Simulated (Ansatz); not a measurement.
# CH3F2ISi: how energies converge with the basis set

One table from this session's results is given with a row withheld; the runs are named, their logs left out.

Program: Ansatz 0.2.0, Gaussian basis. Level of theory: one geometry, several basis sets. These are calculated values, not measurements.

The runs, in order: PBE0-D4/def2-SVP; ωB97M-V/def2-SVP; PBE0-D4/def2-QZVPP; ωB97M-V/def2-QZVPP; the functionals' def2-TZVPP values are taken from earlier runs.

### Structure used throughout

The geometry comes from an earlier relaxation with PBE0-D4 in a triple-zeta def2 set; it is a stationary point, not always the lowest conformer. I takes the def2 core potential; no spin-orbit term is included.

SMILES `C[Si](F)(F)I`, 8 atoms, charge 0, spin multiplicity 1.

Atoms are counted from 1 here; the program's logs count them from 0.

Bond lengths: C1–Si2 1.836 Å, C1–H6 1.093 Å, C1–H7 1.091 Å, C1–H8 1.091 Å, Si2–F3 1.585 Å, Si2–F4 1.585 Å, Si2–I5 2.419 Å. Angles: Si2–C1–H6 109.7°, Si2–C1–H7 110.4°, Si2–C1–H8 110.4°, H6–C1–H7 108.8°, H6–C1–H8 108.8°, H7–C1–H8 108.6°, C1–Si2–F3 110.5°, C1–Si2–F4 110.5°, C1–Si2–I5 113.1°, F3–Si2–F4 106.4°, F3–Si2–I5 108.0°, F4–Si2–I5 108.0°.

As a file:

```mol
CH3F2ISi
  3D, bonds by distance, orders not assigned

  8  7  0  0  0  0  0  0  0  0999 V2000
   -0.7150   -0.4331    0.5996 C   0  0
    0.6232    0.1823   -0.4962 Si  0  0
    2.0428   -0.2258    0.0777 F   0  0
    0.5144   -0.4801   -1.9316 F   0  0
    0.5927    2.5846   -0.7771 I   0  0
   -0.6505   -1.5209    0.6856 H   0  0
   -0.6234    0.0053    1.5948 H   0  0
   -1.6922   -0.1692    0.1916 H   0  0
  1  2  8  0
  2  3  8  0
  2  4  8  0
  2  5  8  0
  1  6  8  0
  1  7  8  0
  1  8  8  0
M  END
```

The first run:

File in.yaml:

```yaml
crystal:
  periodic: [false, false, false]
  atoms:
    - {symbol: C, position_ang: [-0.715029, -0.433123, 0.599569]}
    - {symbol: Si, position_ang: [0.623242, 0.182285, -0.496247]}
    - {symbol: F, position_ang: [2.042757, -0.225848, 0.077651]}
    - {symbol: F, position_ang: [0.514439, -0.480098, -1.931645]}
    - {symbol: I, position_ang: [0.592697, 2.584573, -0.777068]}
    - {symbol: H, position_ang: [-0.650452, -1.520872, 0.685604]}
    - {symbol: H, position_ang: [-0.623354, 0.005260, 1.594767]}
    - {symbol: H, position_ang: [-1.692199, -0.169177, 0.191570]}
basis:
  gaussian: {orbitals: def2-SVP}
hamiltonian: {xc: pbe0, dispersion: d4}
output: {orbitals: {seedname: orbitals}}
```

Launch:

```
ansatz run in.yaml --threads 4 --pin off --events-out ev --progress --plain --max-ram 10444MiB
```

Steps of the session up to this table: PBE0-D4 in def2-SVP; ωB97M-V in def2-SVP; PBE0-D4 in def2-QZVPP; ωB97M-V in def2-QZVPP.

One of the session's tables, all rows but one given; the rest of the session is left out.

It belongs to the step «Functionals by basis». 

```
functional       basis  HOMO (eV)  LUMO (eV)
   PBE0-D4    def2-SVP          ?          ?
   PBE0-D4  def2-TZVPP      -8.06      -0.13
   PBE0-D4  def2-QZVPP      -8.08      -0.24
   ωB97M-V    def2-SVP     -10.11       2.09
   ωB97M-V  def2-TZVPP     -10.20       1.74
   ωB97M-V  def2-QZVPP     -10.22       1.37
```

Estimate the missing values for PBE0-D4, def2-SVP.

**Answer.** HOMO (eV): -7.99; LUMO (eV): 0.06. In the column «HOMO (eV)» it is the highest.
